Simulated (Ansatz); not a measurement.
**BeNa− (triplet): the correlation ladder at distance Be1–Na2 = 6.067 Å, aug-cc-pVTZ**

Aim: climb from Hartree-Fock through coupled cluster for BeNa− (triplet) at one geometry and basis, and see what each rung misses.

Program: Ansatz 0.2.0, Gaussian basis. Level of theory: aug-cc-pVTZ, core rule «outside noble gas», up to 6 orbitals frozen. These are calculated values, not measurements.

Plan: UHF; CCSD(T) on ROHF; CCSD(T) on UHF; BCCD(T) on ROHF; CCSDT(Q) on ROHF; CCSDT(Q) on UHF; Full CI.

46 further runs of the same task are left out: 22 for a known fault of the program, 18 that didn't finish, 6 set aside as unsound or not needed.

## Step 1: What is computed

The geometry derives from a PBE0/def2-TZVPD stationary point (not a proven minimum). One bond is set to the value named and the two fragments are kept rigid.

2 atoms, charge -1, spin multiplicity 3.

Atoms are counted from 1 here; the program's logs count them from 0.

No contacts short enough for the rule that draws bonds.

## Step 2: UHF

in.yaml reads:

```yaml
crystal:
  periodic: [false, false, false]
  atoms:
    - {symbol: Be, position_ang: [0.000000, 0.000000, 0.000000]}
    - {symbol: Na, position_ang: [0.000000, 0.000000, 6.067000]}
basis:
  gaussian: {orbitals: aug-cc-pVTZ}
total_charge: -1
magnetization: {spin_polarized: true, initial_magnetization: 2}
hamiltonian: {xc: hf}
output: {orbitals: {seedname: orbitals}}
```

Run with:

```console
> ansatz run in.yaml --threads 1 --pin off --events-out ev --progress --plain --max-ram 2393MiB
```

After this run come: CCSD(T) on ROHF; CCSD(T) on UHF; BCCD(T) on ROHF; CCSDT(Q) on ROHF; CCSDT(Q) on UHF; Full CI.

Q: Predict the results of all the runs planned. Wanted: FCI from the RHF energy; RMP2 from FCI; UMP2 from FCI; RCCSD from FCI; RCCSD(T) from FCI; UCCSD(T) from FCI; RCCSDT(Q) from FCI; UCCSDT(Q) from FCI; T1 diagnostic.

As calculated:

| quantity | value |
| --- | --- |
| FCI from the ROHF energy | -1.4389 eV |
| RMP2 from FCI | +13.68 kcal/mol |
| UMP2 from FCI | +15.02 kcal/mol |
| RCCSD from FCI | +0.89 kcal/mol |
| RCCSD(T) from FCI | +0.32 kcal/mol |
| UCCSD(T) from FCI | +0.30 kcal/mol |
| RCCSDT(Q) from FCI | +0.01 kcal/mol |
| UCCSDT(Q) from FCI | 0.00 kcal/mol |
| levels within 1 kcal/mol (43 meV) | RCCSD, UCCSD, RCCSD(T), UCCSD(T), BCCD(T), RCCSDT, UCCSDT, RCCSDT(Q), UCCSDT(Q) |
| T1 diagnostic | 0.133 |
| effectively unpaired electrons | 2.15 |

**Reading.** RCCSD(T) misses by +0.32 kcal/mol, 1.0 % of the correlation energy. The occupations are near whole numbers, but T1 = 0.133 shows that the orbitals relax strongly. Coupled cluster took another determinant than the lowest Hartree-Fock one. These misses are within one basis, not against nature; the frozen cores of restricted and unrestricted runs differ, which can shift their rows. The highest orbital lies above zero: the basis alone holds the extra electron.

Levels on UHF freeze UHF's core orbitals, full CI those of ROHF, so the U rows can settle a little off it for that reason alone.

The ROHF row is the lowest solution found; coupled cluster stands on another one, 0.03 eV higher.
